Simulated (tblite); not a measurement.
# C3H9NOSi2: the cost of one run

Programs: tblite 0.8.0 and PySCF 2.14.0, with density-fitted response routines of our own. Each step states its level of theory. These are calculated values for one molecule, in the gas phase or a continuum, unless marked as measured. Atoms are numbered from 0 throughout.

## (1) The starting structure

16 atoms, charge 0, multiplicity 1; geometry from: force field or distance geometry start.

Bonds of the start (Å): O0–C1 1.26, C1–N2 1.46, N2–C3 1.42, C3–Si4 1.84, C3–C5 1.31, C5–Si6 1.83, C1–H7 1.07, N2–H8 1.03, Si4–H9 1.46, Si4–H10 1.48, Si4–H11 1.49, C5–H12 1.08, Si6–H13 1.47, Si6–H14 1.46, Si6–H15 1.47.

## (2) Relaxing the molecule with GFN2-xTB

Job settings and geometry (Å):

```
{"job": {"kind": "relax", "xc": "GFN2-xTB", "basis": "xTB"}, "charge": 0, "multiplicity": 1}
O     -2.068200    -0.291000    -1.597300
C     -2.489000     0.591900    -0.796500
N     -1.546600     0.930200     0.262400
C     -0.311800     0.237500     0.210500
Si    -0.214200    -1.596400     0.347400
C      0.770900     0.963800     0.086800
Si     2.466900     0.269000     0.013400
H     -3.448200     1.062900    -0.847400
H     -1.762800     1.631800     0.984600
H      1.067800    -2.151700    -0.062500
H     -0.517400    -1.906500     1.764900
H     -1.367000    -2.170100    -0.396200
H      0.668700     2.038600     0.031600
H      2.654900    -0.334600    -1.314700
H      2.688600    -0.658500     1.119900
H      3.399800     1.391900     0.181800
```

Command:

```console
$ OMP_NUM_THREADS=1 python probes_run.py task.json out
```

This one command runs all jobs of the session in turn.

**Question.** How long does this first job take on 1 thread of Arm Neoverse N1, shared host, and how much memory does it need?

About 2.1 s, with a peak of 0.18 GiB.
